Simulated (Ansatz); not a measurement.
**CH6SSeSi: one species, many methods**

An exercise on one series of results from a longer session: the logs are not shown, and one member is left open.

Program: Ansatz 0.2.0, Gaussian basis. Level of theory: functionals in def2-TZVPP, the program's frozen cores in correlated methods. These are calculated values, not measurements.

The runs, in order: PBE-D4, r2SCAN-D4, PBE0-D4, B3LYP-D4, ωB97X-V, ωB97M-V, B2PLYP; CCSD(T)/def2-TZVPP; MP2/def2-QZVPP; extrapolation to the limit.

### The geometry

All runs share one geometry, relaxed beforehand with PBE0-D4 in a triple-zeta def2 set.

10 atoms, charge 0, spin multiplicity 1.

Atoms are counted from 1 here; the program's logs count them from 0.

Bond lengths: C1–S2 1.814 Å, C1–H5 1.089 Å, C1–H6 1.090 Å, C1–H7 1.090 Å, S2–Si3 2.117 Å, Si3–Se4 2.290 Å, Si3–H8 1.485 Å, Si3–H9 1.482 Å, Se4–H10 1.468 Å. Angles: S2–C1–H5 106.8°, S2–C1–H6 111.0°, S2–C1–H7 110.4°, H5–C1–H6 109.1°, H5–C1–H7 109.3°, H6–C1–H7 110.2°, C1–S2–Si3 100.1°, S2–Si3–Se4 111.9°, S2–Si3–H8 112.6°, S2–Si3–H9 104.6°, Se4–Si3–H8 106.0°, Se4–Si3–H9 110.9°, H8–Si3–H9 111.1°, Si3–Se4–H10 92.3°.

Set-up of the first run:

in.yaml

```yaml
crystal:
  periodic: [false, false, false]
  atoms:
    - {symbol: C, position_ang: [0.022250, 1.456746, 0.936495]}
    - {symbol: S, position_ang: [-0.300307, -0.200435, 1.601168]}
    - {symbol: Si, position_ang: [0.109030, -1.374945, -0.111957]}
    - {symbol: Se, position_ang: [-1.246672, -0.820821, -1.871780]}
    - {symbol: H, position_ang: [-0.281340, 2.167749, 1.703951]}
    - {symbol: H, position_ang: [1.082359, 1.592061, 0.723305]}
    - {symbol: H, position_ang: [-0.567005, 1.626933, 0.035204]}
    - {symbol: H, position_ang: [1.501880, -1.205719, -0.599302]}
    - {symbol: H, position_ang: [-0.136738, -2.769428, 0.324454]}
    - {symbol: H, position_ang: [-0.100356, -0.523243, -2.738638]}
basis:
  gaussian: {orbitals: def2-TZVPP}
hamiltonian: {xc: pbe, dispersion: d4}
output: {forces: true, orbitals: {seedname: orbitals}}
```

Launch:

```sh
$ ansatz run in.yaml --threads 4 --pin off --events-out ev --progress --plain --max-ram 10444MiB
```

Steps of the session up to this table: PBE-D4 (GGA); r2SCAN-D4 (meta-GGA); PBE0-D4 (hybrid); B3LYP-D4 (hybrid); ωB97X-V (range-separated); ωB97M-V (range-separated); B2PLYP (double hybrid); CCSD(T) in def2-TZVPP; MP2 in def2-QZVPP.

One table of the session follows, with a row left open; its other results are not shown here.

```
            method  atomisation energy (kJ/mol)
            PBE-D4                       3226.7
         r2SCAN-D4                            ?
           PBE0-D4                       3195.1
          B3LYP-D4                       3189.4
           ωB97X-V                       3219.1
           ωB97M-V                       3203.9
            B2PLYP                       3144.2
     HF/def2-TZVPP                       2333.2
    MP2/def2-TZVPP                       3128.6
   CCSD/def2-TZVPP                       3067.2
CCSD(T)/def2-TZVPP                       3113.5
           MP2/CBS                       3225.0
       CCSD(T)/CBS                       3209.9
```

Q: Estimate the row for r2SCAN-D4 from the others.

As computed: atomisation energy (kJ/mol): 3211.0. In the column «atomisation energy (kJ/mol)» it lies between CCSD(T)/CBS (3209.9) and ωB97X-V (3219.1).

To keep in mind: Free atoms (1 C, 1 S, 1 Si, 1 Se, 6 H) were run apart at each level; the atomisation energy is their sum less the molecule, without zero-point or spin-orbit terms.
